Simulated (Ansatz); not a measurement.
# C₃H₈ClGa: ionisation energy by level of theory, part 2 of 2

Ansatz 0.2.0, Gaussian basis; unrestricted cation, the program's frozen cores in correlated methods. Earlier steps stand in the parts before.

**8. Cation, UKS B2PLYP (frozen core)/def2-TZVPP**

in.yaml reads:

```yaml
crystal:
  periodic: [false, false, false]
  atoms:
    - {symbol: C, position_ang: [-1.325320, 1.080785, 0.826673]}
    - {symbol: C, position_ang: [-0.014766, 1.381696, 0.109726]}
    - {symbol: Ga, position_ang: [0.958488, -0.191612, -0.553987]}
    - {symbol: C, position_ang: [0.569450, -2.107715, -0.470375]}
    - {symbol: Cl, position_ang: [2.820035, 0.285853, -1.570198]}
    - {symbol: H, position_ang: [-1.815819, 1.996326, 1.170185]}
    - {symbol: H, position_ang: [-1.172931, 0.448481, 1.705375]}
    - {symbol: H, position_ang: [-2.034385, 0.560260, 0.177490]}
    - {symbol: H, position_ang: [0.677253, 1.926952, 0.760160]}
    - {symbol: H, position_ang: [-0.175579, 2.037545, -0.752395]}
    - {symbol: H, position_ang: [0.542842, -2.519527, -1.481668]}
    - {symbol: H, position_ang: [-0.379846, -2.315568, 0.024879]}
    - {symbol: H, position_ang: [1.370878, -2.618175, 0.068835]}
basis:
  gaussian: {orbitals: def2-TZVPP}
total_charge: 1
magnetization: {spin_polarized: true, initial_magnetization: 1}
hamiltonian: {xc: {name: B2PLYP}}
```

Command:

```bash
ansatz run in.yaml --threads 2 --pin off --events-out ev --progress --plain --max-ram 32768MiB --backend cuda --devices 0, --max-vram 18GiB
```

Log:

```text
Functional definition: B2PLYP
  name "B2PLYP"
  cite "Grimme, J. Chem. Phys. 124, 034108 (2006) doi:10.1063/1.2148954"
  cite "Becke, Phys. Rev. A 38, 3098 (1988) doi:10.1103/PhysRevA.38.3098"
  cite "Lee, Yang & Parr, Phys. Rev. B 37, 785 (1988) doi:10.1103/PhysRevB.37.785"
  parameter a = 0.53
  parameter c = 0.27
  exchange = (1 - a)*b88_x + a*exact_x
  correlation = (1 - c)*lyp_c + c*(mp2_os + mp2_ss)
1731 factors; integrals over basis functions are off by at most 1.1e-3 eV
mean field evaluation 1: about -68097.4442 eV, gradient 5.4e1 eV
mean field evaluation 2: about -68097.5418 eV, gradient 5.4e1 eV
mean field evaluation 4: about -68110.5316 eV, gradient 9.9e0 eV
mean field evaluation 8: about -68111.3382 eV, gradient 1.3e0 eV
mean field evaluation 16: about -68111.4162 eV, gradient 6.1e-2 eV
mean field evaluation 32: about -68111.4162 eV, gradient 1.7e-5 eV
mean field evaluation 64: about -68111.4103 eV, gradient 3.0e-1 eV
mean field -68111.41620045 eV, -2503.0483777905 hartree, gradient 8.5e-6 eV, S^2 0.773711; 6 other end points of the search recorded, 0 dependent functions left out
17 core orbitals not correlated: weight in the atoms' cores, before any rotation towards them, 1.000 or more for the frozen orbitals, at most 0.000 for the correlated occupied ones
reference -68111.41638661 eV, -2503.0483846318 hartree; 20, 19 occupied and 258, 259 virtual orbitals, 1731 factors
second order -30.80755757 eV of doubles, -0.00000000 eV of singles
Total energy: -68119.73442715 eV, -2503.3540669835 hartree
```

Run time: 27 s. Hardware: 1 × H100 (card shared with other runs) with 2 threads of AMD EPYC 7R13, shared host; peak host memory 1.3 GiB.

The neutral molecule at this level: -68129.2516 eV. Difference: 9.517 eV. ⟨S²⟩ = 0.774.

**9. Cation, UHF-CCSD(T)/def2-TZVPP**

Edit in.yaml of step 8 so:

```diff
@@ -20,2 +20,3 @@
 magnetization: {spin_polarized: true, initial_magnetization: 1}
-hamiltonian: {xc: {name: B2PLYP}}
+correlation: {method: ccsd_t}
+scf: {omitted_lower_state_checks: [cluster_reference]}
```

Launched as before.

Log:

```text
Functional definition: HF
  name "HF"
  cite "Fock, Z. Phys. 61, 126 (1930) doi:10.1007/BF01340294"
  parent pbe
  exchange = exact_x
  correlation = 0
these checks for a lower state are left out or cut short: cluster_reference
1731 factors; integrals over basis functions are off by at most 1.1e-3 eV
mean field evaluation 1: about -68045.5350 eV, gradient 3.0e1 eV
mean field evaluation 2: about -68045.5391 eV, gradient 3.0e1 eV
mean field evaluation 4: about -68050.2119 eV, gradient 3.9e0 eV
mean field evaluation 8: about -68050.4111 eV, gradient 2.1e-1 eV
mean field evaluation 16: about -68049.0452 eV, gradient 8.4e0 eV
mean field evaluation 32: about -68050.3997 eV, gradient 7.5e-1 eV
mean field evaluation 64: about -68050.4111 eV, gradient 2.1e-1 eV
mean field -68050.41304933 eV, -2500.8065533364 hartree, gradient 2.7e-6 eV, S^2 0.800743; 6 other end points of the search recorded, 0 dependent functions left out
17 core orbitals not correlated: weight in the atoms' cores, before any rotation towards them, 1.000 or more for the frozen orbitals, at most 0.000 for the correlated occupied ones
reference -68050.41304933 eV, -2500.8065533364 hartree; 20, 19 occupied and 258, 259 virtual orbitals, 1731 factors
second order -24.86923012 eV of doubles, -0.00000000 eV of singles
cycle   1  -25.47042941 eV  change   -6.0e-1 eV  update   1.3e-1
cycle   2  -26.19035447 eV  change   -7.2e-1 eV  update   4.1e-2
cycle   3  -26.35932729 eV  change   -1.7e-1 eV  update   3.4e-2
cycle   4  -26.36517106 eV  change   -5.8e-3 eV  update   1.7e-2
cycle   5  -26.36249415 eV  change    2.7e-3 eV  update   1.5e-2
cycle   6  -26.37072187 eV  change   -8.2e-3 eV  update   1.0e-2
cycle   7  -26.37566083 eV  change   -4.9e-3 eV  update   6.6e-3
cycle   8  -26.37925667 eV  change   -3.6e-3 eV  update   3.3e-3
cycle   9  -26.38005632 eV  change   -8.0e-4 eV  update   1.4e-3
cycle  10  -26.37942546 eV  change    6.3e-4 eV  update   6.1e-4
cycle  11  -26.37979354 eV  change   -3.7e-4 eV  update   4.4e-4
cycle  12  -26.38014832 eV  change   -3.5e-4 eV  update   2.6e-4
cycle  13  -26.38005998 eV  change    8.8e-5 eV  update   2.2e-4
cycle  14  -26.38014153 eV  change   -8.2e-5 eV  update   1.1e-4
cycle  15  -26.38002343 eV  change    1.2e-4 eV  update   7.8e-5
cycle  16  -26.38007255 eV  change   -4.9e-5 eV  update   2.7e-5
cycle  17  -26.38007797 eV  change   -5.4e-6 eV  update   2.1e-5
perturbative correction -1.14130427 eV, -0.0419421584 hartree
Total energy: -68077.93443158 eV, -2501.8179454792 hartree
Checks for a lower state left out: cluster_reference
```

Run time: 51 s. Hardware: 1 × H100 (card shared with other runs) with 2 threads of AMD EPYC 7R13, shared host; peak host memory 0.86 GiB.

The neutral molecule at this level: -68087.6814 eV. Difference: 9.747 eV. ⟨S²⟩ = 0.801. T1 = 0.026 (report).

**10. Cation, UHF-MP2/def2-QZVPP**

Edit in.yaml of step 9 so:

```diff
@@ -17,6 +17,6 @@
 basis:
-  gaussian: {orbitals: def2-TZVPP}
+  gaussian: {orbitals: "def2-QZVPP.json"}
 total_charge: 1
 magnetization: {spin_polarized: true, initial_magnetization: 1}
-correlation: {method: ccsd_t}
+correlation: {method: mp2}
 scf: {omitted_lower_state_checks: [cluster_reference]}
```

The command is unchanged.

Log:

```text
Functional definition: HF
  name "HF"
  cite "Fock, Z. Phys. 61, 126 (1930) doi:10.1007/BF01340294"
  parent pbe
  exchange = exact_x
  correlation = 0
these checks for a lower state are left out or cut short: cluster_reference
3420 factors; integrals over basis functions are off by at most 9.3e-4 eV
mean field evaluation 1: about -68046.5568 eV, gradient 3.2e1 eV
mean field evaluation 2: about -68046.5615 eV, gradient 3.2e1 eV
mean field evaluation 4: about -68051.7768 eV, gradient 4.4e0 eV
mean field evaluation 8: about -68051.9971 eV, gradient 5.1e-1 eV
mean field evaluation 16: about -68047.9254 eV, gradient 2.1e1 eV
mean field evaluation 32: about -68051.3599 eV, gradient 4.4e-1 eV
mean field evaluation 64: about -68051.2351 eV, gradient 2.4e0 eV
mean field -68052.00982215 eV, -2500.8652336551 hartree, gradient 8.0e-6 eV, S^2 0.798251; 6 other end points of the search recorded, 0 dependent functions left out
17 core orbitals not correlated: weight in the atoms' cores, before any rotation towards them, 1.000 or more for the frozen orbitals, at most 0.000 for the correlated occupied ones
reference -68052.00982215 eV, -2500.8652336551 hartree; 20, 19 occupied and 533, 534 virtual orbitals, 3420 factors
second order -32.99228922 eV of doubles, -0.00000000 eV of singles
Total energy: -68085.00211137 eV, -2502.0776779210 hartree
Checks for a lower state left out: cluster_reference
```

Run time: 37 s. Hardware: 1 × H100 (card shared with other runs) with 2 threads of AMD EPYC 7R13, shared host; peak host memory 1.2 GiB.

Less the neutral's -68095.0357 eV (earlier run), this gives 10.034 eV. ⟨S²⟩ = 0.798.

**11. Extrapolating to the complete basis**

This step is arithmetic on the last runs, with X = 3 and 4: exp(−7.88√X) for Hartree-Fock, X^−2.97 for correlation; only MP2 was run in the larger set, so CCSD(T) minus MP2 is added from the smaller one.

| level | energy at the limit (eV) |
| --- | --- |
| HF | -68052.2298 |
| MP2 | -68091.2391 |
| CCSD | -68092.7500 |
| CCSD(T) | -68093.8913 |

This is no true limit for total energies: MP2 correlation changes by a factor of 1.33 from triple to quadruple zeta (about 1.07 in light molecules), because outer-core shells are correlated in sets not made for them. Much of that cancels between molecule and atoms or ions.

The neutral's limit, from its own earlier runs, is -68103.7479 eV in the additive form (MP2 limit plus CCSD(T) minus MP2 in triple zeta), in which the cation has -68093.8913 eV.

**12. Ionisation energies side by side**

Differences are taken before rounding.

| method | ionisation energy (eV) | from CCSD(T)/CBS (eV) | time |
| --- | --- | --- | --- |
| PBE-D4 | 9.06 | -0.80 | 23 s |
| r2SCAN-D4 | 9.19 | -0.67 | 28 s |
| PBE0-D4 | 9.42 | -0.44 | 27 s |
| B3LYP-D4 | 9.40 | -0.46 | 30 s |
| ωB97X-V | 9.73 | -0.13 | 48 s |
| ωB97M-V | 9.69 | -0.17 | 40 s |
| B2PLYP | 9.52 | -0.34 | 38 s |
| HF/def2-TZVPP | 9.00 | -0.86 |  |
| MP2/def2-TZVPP | 9.97 | +0.12 |  |
| CCSD/def2-TZVPP | 9.78 | -0.07 |  |
| CCSD(T)/def2-TZVPP | 9.75 | -0.11 | 70 s |
| CCSD(T)/CBS | 9.86 | 0 | 2.4 min |

Among the levels timed on like hardware and quicker than the yardstick, those that no quicker one beats, quickest first: PBE-D4 (23 s, -0.80 eV); PBE0-D4 (27 s, -0.44 eV); B2PLYP (38 s, -0.34 eV); ωB97M-V (40 s, -0.17 eV); ωB97X-V (48 s, -0.13 eV); CCSD(T)/def2-TZVPP (70 s, -0.11 eV).

Times add the cation's run and the neutral's; HF, MP2 and CCSD come out of the CCSD(T) runs.

For comparison, −ε(HOMO) of the neutral from earlier runs:

| functional | −ε(HOMO) (eV) | by energy difference (eV) |
| --- | --- | --- |
| LDA (SPW92) | 6.47 |  |
| PBE-D4 | 6.32 | 9.06 |
| revPBE-D4 | 6.26 |  |
| BLYP-D4 | 6.18 |  |
| r2SCAN-D4 | 6.58 | 9.19 |
| B97M-V | 6.65 |  |
| PBE0-D4 | 7.55 | 9.42 |
| B3LYP-D4 | 7.32 | 9.40 |
| r2SCANh-D4 | 7.04 |  |
| r2SCAN0-D4 | 7.72 |  |
| HSE06-D4 | 7.15 |  |
| BHLYP-D4 | 8.66 |  |
| CAM-B3LYP-D4 | 8.87 |  |
| LC-ωPBE | 10.22 |  |
| ωB97X-V | 9.86 | 9.73 |
| ωB97M-V | 9.72 | 9.69 |

**13. What came out**

What follows sums up all 2 parts.

| quantity | value |
| --- | --- |
| ionisation energy, CCSD(T)/CBS | 9.86 eV |
| nearest functional by difference | ωB97X-V (-0.13 eV) |
| nearest −ε(HOMO) | ωB97X-V (-0.00 eV) |
| −ε(HOMO) of PBE | 6.32 eV |
| T1 of the cation | 0.026 |

Energy differences with functionals land within 0.80 eV of the reference. The PBE orbital energy is 3.5 eV too small: a semilocal HOMO is no ionisation energy. Among orbital estimates ωB97X-V comes nearest. Hartree-Fock falls 0.86 eV short, as the neutral has more correlation energy than the cation. Correlated methods include outer-core shells of Ga, which these sets cover unevenly. With outer-core shells in play the reference is unsure by up to some tenths of an eV, so close misses can't be ranked.

For cost: CCSD(T)/def2-TZVPP gets within 0.11 eV in 70 s, where CCSD(T)/CBS took 2.4 min; the quickest level in the cost chart, PBE-D4, takes 23 s and misses by 0.80 eV.
